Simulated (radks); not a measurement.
# Kr²³⁺ in [Ne] 3s2 4p1: an all-electron calculation

An exercise on one series of results from a longer session: the logs are not shown, and one member is left open.

The numbers are computed with radks (a radial shooting solver on a logarithmic mesh, Libxc functionals) version 1 (scalar-relativistic Kohn-Sham, LDA (Slater exchange, VWN5 correlation), spin-unpolarised, spherical densities, point nucleus), except any that are marked as measured or tabulated.

### The atom as given

```
element       : krypton (Z = 36)
charge        : +23
electrons     : 13
configuration : [Ne] 3s2 4p1
```

Outer shells as boxes (Hund's rule):

Kr²³⁺
```
[Ne] core
3s [↑↓]
4p [↑ ][  ][  ]
```

Set-up of the first run:

Input:

```text
Z 36
configuration [Ne] 3s2 4p1
relativity scalar-relativistic
functional lda,vwn5
spin unpolarised
nucleus point
c 137.035999084
```

Launch:

```
$ python run_ks.py task.json out
```

The same process makes all the runs of this session.

Among the steps run: Self-consistent calculation.

One table of the session follows, with a row left open; its other results are not shown here.

It belongs to the step «Orbitals and density». Radial moments (bohr):

```
level      <r>  outermost maximum (interpolated)  90 % within  nodes
   1s  0.04152                            0.0271       0.0743      0
   2s        ?                                 ?            ?      ?
   2p   0.1573                             0.122        0.255      0
   3s   0.4478                             0.422        0.649      2
   4p   0.8447                             0.851         1.20      2
```

Estimate the missing values for 2s.

The run gave: <r>: 0.1809; outermost maximum (interpolated): 0.153; 90 % within: 0.279; nodes: 1. In the column «<r>» it lies between 2p (0.1573) and 3s (0.4478).
